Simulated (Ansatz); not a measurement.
# Cl2GaH3Si: the cost of one run

Computed with Ansatz 0.2.0, Gaussian basis. Level: the settings change from run to run.

**1. The molecule**

The geometry comes from an earlier relaxation with PBE0-D4 in a triple-zeta def2 set; it is a stationary point, not always the lowest conformer.

SMILES `[SiH3][Ga]([Cl])[Cl]`, 7 atoms, charge 0, spin multiplicity 1.

Atoms are counted from 1 here; the program's logs count them from 0.

Bond lengths: Si1–Ga2 2.395 Å, Si1–H5 1.485 Å, Si1–H6 1.483 Å, Si1–H7 1.485 Å, Ga2–Cl3 2.143 Å, Ga2–Cl4 2.141 Å. Angles: Ga2–Si1–H5 108.3°, Ga2–Si1–H6 110.0°, Ga2–Si1–H7 108.5°, H5–Si1–H6 110.2°, H5–Si1–H7 109.6°, H6–Si1–H7 110.2°, Si1–Ga2–Cl3 122.4°, Si1–Ga2–Cl4 124.3°, Cl3–Ga2–Cl4 113.4°.

**2. BHLYP/def2-TZVPD**

Set apart from the defaults: atoms shaken by 0.08 Å, relativity set to scalar.

File in.yaml:

```yaml
crystal:
  periodic: [false, false, false]
  atoms:
    - {symbol: Si, position_ang: [-0.270898, 0.994921, -0.226751]}
    - {symbol: Ga, position_ang: [0.260142, -1.239968, 0.187607]}
    - {symbol: Cl, position_ang: [2.114456, -1.649594, 1.386846]}
    - {symbol: Cl, position_ang: [-0.580891, -2.912923, -0.508845]}
    - {symbol: H, position_ang: [-0.727781, 1.563499, 0.929593]}
    - {symbol: H, position_ang: [-1.611620, 1.103056, -1.114046]}
    - {symbol: H, position_ang: [0.760671, 1.830438, -0.825317]}
basis:
  gaussian: {orbitals: def2-TZVPD}
hamiltonian: {xc: {name: BHLYP}, pseudopotentials: {relativity: scalar}}
```

Started as:

```sh
> ansatz run in.yaml --threads 2 --pin off --events-out ev --progress --plain --max-ram 22528MiB --backend cpu
```

Q: Estimate wall time and peak memory on 2 threads of AMD EPYC 7R13, shared host.

About 7.5 s, with a peak of 0.66 GiB.
